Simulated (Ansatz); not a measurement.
# BFH4OSi: the cost of one run

Computed with Ansatz 0.2.0 through its Python package. The levels of theory stand in the script.

### 1 The structure

Bond lengths: B1–Si2 1.877 Å, Si2–O3 1.710 Å, Si2–F4 1.676 Å, B1–H5 1.182 Å, B1–H6 1.250 Å, Si2–H7 1.486 Å, O3–H8 0.959 Å. Angles: B1–Si2–O3 109.5°, B1–Si2–F4 111.7°, B1–Si2–H7 109.8°, O3–Si2–F4 107.8°, O3–Si2–H7 109.4°, F4–Si2–H7 108.6°, Si2–B1–H5 123.9°, Si2–B1–H6 120.9°, H5–B1–H6 115.2°, Si2–O3–H8 108.9°.

No structure file is read: the coordinates are typed or built in the script.

### 2 Script

The input, run_methods.py:

```python
"""One geometry of BFH4OSi, method by method."""

from dataclasses import dataclass
from pathlib import Path
import logging
import sys
import warnings

import ansatz as az
import numpy as np

logging.basicConfig(stream=sys.stdout, format="%(name)s: %(message)s")
logger = logging.getLogger("run")
logger.setLevel(logging.INFO)


@dataclass(frozen=True)
class Options:
    basis_set: str = "cc-pVDZ"


opts = Options()


def main() -> None:
    warnings.simplefilter("ignore", az.DeckWarning)

    geometry_ang = [
        ("B", (-1.2199, 0.2936, 0.3058)),
        ("Si", (0.5375, -0.3628, 0.241)),
        ("O", (1.4907, 0.6544, -0.7499)),
        ("F", (0.598, -1.9092, -0.4022)),
        ("H", (-2.0967, -0.228, 0.9027)),
        ("H", (-1.5392, 1.3372, -0.3036)),
        ("H", (1.1131, -0.3959, 1.6108)),
        ("H", (1.2085, 0.5537, -1.6605)),
    ]
    molecule = az.Crystal.molecule()
    for symbol, xyz in geometry_ang:
        molecule = molecule.atom(symbol, xyz)

    calc = molecule.calculation().basis(gaussian=opts.basis_set)

    logger.info("functional    E (Ha)        dipole (D)   HOMO (eV)  LUMO (eV)")
    for name in ["lc_wpbe", "blyp", "b3lyp", "r2scan", "hf"]:
        r = calc.functional(name).forces().orbitals().run(threads=1, pin="off", runs_dir="runs").report
        lines = Path(r["orbitals_path"]).read_text().splitlines()
        field_of = lambda key: [line.split("=")[1].strip() for line in lines if line.startswith(key)]
        orbitals = [(27.211386 * float(e), s, float(n)) for e, s, n in zip(field_of("Ene="), field_of("Spin="), field_of("Occup="))]
        homo = max(e for e, _, n in orbitals if n > 0.5)
        lumo = min(e for e, _, n in orbitals if n < 0.5)
        dipole = 4.803205 * np.linalg.norm(r["charge_distribution"]["dipole_moment_e_ang"])
        logger.info(f"{name:10s} {r['free_energy_ev'] / 27.211386246:14.6f} {dipole:9.3f} {homo:11.3f} {lumo:10.3f}")


if __name__ == "__main__":
    main()
```

### 3 The calls as engine input

The engine receives this input (first run):

```yaml
crystal:
  periodic: [false, false, false]
  atoms:
    - { symbol: B, position_ang: [-1.2199, 0.2936, 0.3058] }
    - { symbol: Si, position_ang: [0.5375, -0.3628, 0.241] }
    - { symbol: O, position_ang: [1.4907, 0.6544, -0.7499] }
    - { symbol: F, position_ang: [0.598, -1.9092, -0.4022] }
    - { symbol: H, position_ang: [-2.0967, -0.228, 0.9027] }
    - { symbol: H, position_ang: [-1.5392, 1.3372, -0.3036] }
    - { symbol: H, position_ang: [1.1131, -0.3959, 1.6108] }
    - { symbol: H, position_ang: [1.2085, 0.5537, -1.6605] }
basis:
  gaussian:
    orbitals: cc-pVDZ
hamiltonian:
  xc: lc_wpbe
output:
  orbitals: {}
  forces: true
```

### 4 Running it

Started as:

```console
$ python run_methods.py
```

What time and memory should one allow on 1 thread of Arm Neoverse V2, shared host?

About 10 s, with a peak of 0.21 GiB.
